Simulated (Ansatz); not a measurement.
# LaOF, space group R-3m: an equation of state with a fit

With the Python package of Ansatz (0.2.0).

Run as a notebook:

```python
import ansatz as az
from ase.eos import EquationOfState
from ase.units import GPa
import numpy as np
```

```python
CUTOFF = 500
FUNCTIONAL = "r2SCAN"
FILLING = "fixed"
KGRID = (6, 6, 6)
```

```python
vectors0 = np.array([
    [2.0255, 1.16942297, 6.73733333],
    [-2.0255, 1.16942297, 6.73733333],
    [0.0, -2.33884594, 6.73733333],
])
sites = [
    ("La", (0.242, 0.242, 0.242)),
    ("La", (0.758, 0.758, 0.758)),
    ("O", (0.37, 0.37, 0.37)),
    ("O", (0.63, 0.63, 0.63)),
    ("F", (0.122, 0.122, 0.122)),
    ("F", (0.878, 0.878, 0.878)),
]
```

```python
def on_lattice(cell):
    crystal = az.Crystal(lattice=az.Lattice.of(cell))
    for symbol, position in sites:
        crystal = crystal.atom(symbol, position)
    return crystal
```

```python
# uniform scaling of the cell
volumes, energies = [], []
for scale in np.linspace(0.94, 1.06, 7):
    cell = vectors0 * scale ** (1 / 3)
    setup = on_lattice(cell).calculation()
    setup = setup.basis(CUTOFF)
    setup = setup.functional(FUNCTIONAL)
    setup = setup.occupations(FILLING)
    setup = setup.pseudopotentials("paw")
    setup = setup.kpoints(*KGRID)
    rep = setup.run(threads=1, pin="off").report
    volumes.append(abs(np.linalg.det(cell)) / len(sites))
    energies.append(rep["free_energy_ev"] / len(sites))
    print(f"V = {volumes[-1]:8.4f} A^3/atom  F = {energies[-1]:.5f} eV/atom")
```

    V =  15.0010 A^3/atom  F = -2549.44273 eV/atom
    V =  15.3202 A^3/atom  F = -2549.45622 eV/atom
    V =  15.6393 A^3/atom  F = -2549.46362 eV/atom
    V =  15.9585 A^3/atom  F = -2549.46558 eV/atom
    V =  16.2777 A^3/atom  F = -2549.46266 eV/atom
    V =  16.5968 A^3/atom  F = -2549.45535 eV/atom
    V =  16.9160 A^3/atom  F = -2549.44412 eV/atom

```python
eos = EquationOfState(volumes, energies, eos="birchmurnaghan")
v0, e0, bulk = eos.fit()
print(f"V0 = {v0:.4f} A^3/atom, E0 = {e0:.5f} eV/atom, B = {bulk / GPa:.1f} GPa")
```

    V0 = 15.9213 A^3/atom, E0 = -2549.46561 eV/atom, B = 123.7 GPa

A third-order Birch-Murnaghan fit through the 7 points has its minimum at 15.92 Å³ an atom, 0.2 % below the typed cell, with a bulk modulus of 124 GPa and dB/dP = 4.4. From that minimum the energy rises by 22.9 meV an atom on the compressed side and 21.5 meV on the expanded side.

Absolute energies stand on the zero of these potentials, so only differences at equal settings mean something. Shape and fractional positions are held along the curve, so the bulk modulus is an upper value where they are free to relax. The structure is a deposited one; some such entries were measured under pressure or heat, so a shift against it needn't be the functional's error alone. Finished in 84 s on 1 thread of Arm Neoverse V2, with other jobs on the host, peak memory 0.66 GiB.
